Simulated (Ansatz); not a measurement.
# Te3Pt2Se: the cost of one run

Method: DFT PBE, scalar-relativistic, plane waves, PAW, in Ansatz 0.2.0.

### 1 The structure to begin with

It takes space group R-3m (No. 166, trigonal). Conventional cell: a = 6.406 Å, b = 6.406 Å, c = 14.969 Å, α = 90.00°, β = 90.00°, γ = 120.00°. Te (site symmetry 2/m) is surrounded by 2 Se at 3.11 Å and 4 Te at 3.20 Å and 6 Pt at 3.59 to 3.73 Å. Pt (site symmetry 3m) has 9 Te at 3.59 to 3.73 Å and 3 Se at 3.74 Å and 4 Pt at 3.82 to 3.88 Å in its first shell of neighbours. Se (site symmetry -3m) has 6 Te at 3.11 Å and 6 Pt at 3.74 Å in its first shell of neighbours.

Structure file:

```xyz
6
Lattice="3.2030 1.8493 4.9896 -3.2030 1.8493 4.9896 0.0000 -3.6985 4.9896" Properties=species:S:1:pos:R:3 pbc="T T T"
Te   -1.6015    0.9246    2.4948
Te    1.6015    0.9246    2.4948
Te    0.0000   -1.8493    2.4948
Pt    0.0000    0.0000    9.3968
Pt    0.0000    0.0000    5.5720
Se    0.0000    0.0000    0.0000
```

Recipe of the guess: species swapped into a database cell of Zr2Co3Mo (R-3m, No. 166), with Pt on the Zr sites, Te on the Co sites and Se on the Mo sites. Lengths come from tabulated atomic sizes and are only a guess.

### 2 Probe: one point on a coarse mesh

input.yaml

```yaml
crystal:
  lattice:
    - [3.20303137, 1.84927102, 4.98960589]
    - [-3.20303137, 1.84927102, 4.98960589]
    - [0.0, -3.69854205, 4.98960589]
  atoms:
    - { symbol: Te, position: [0.0, 0.5, 0.0] }
    - { symbol: Te, position: [0.5, 0.0, 0.0] }
    - { symbol: Te, position: [0.0, 0.0, 0.5] }
    - { symbol: Pt, position: [0.62775701, 0.62775701, 0.62775701] }
    - { symbol: Pt, position: [0.37224299, 0.37224299, 0.37224299] }
    - { symbol: Se, position: [0.0, 0.0, 0.0] }
basis:
  ecutwfc: 420
kpoints:
  mp_grid: { grid: [3, 3, 3] }
hamiltonian:
  xc: pbe
scf:
  occupations: { method: gaussian, width: 0.1 }
  lower_state_search: "off"
output:
  forces: true
  stress: true
  eigenvalues: true
```

Started as:

```
$ ansatz run input.yaml --threads 1 --pin off --max-ram 2560MiB --backend cpu --events-out ev --progress --plain --runs-dir out
```

Q: Estimate wall time and peak memory on 1 thread of AMD EPYC (Zen 3), shared host.

About 7.3 s, with a peak of 0.49 GiB.
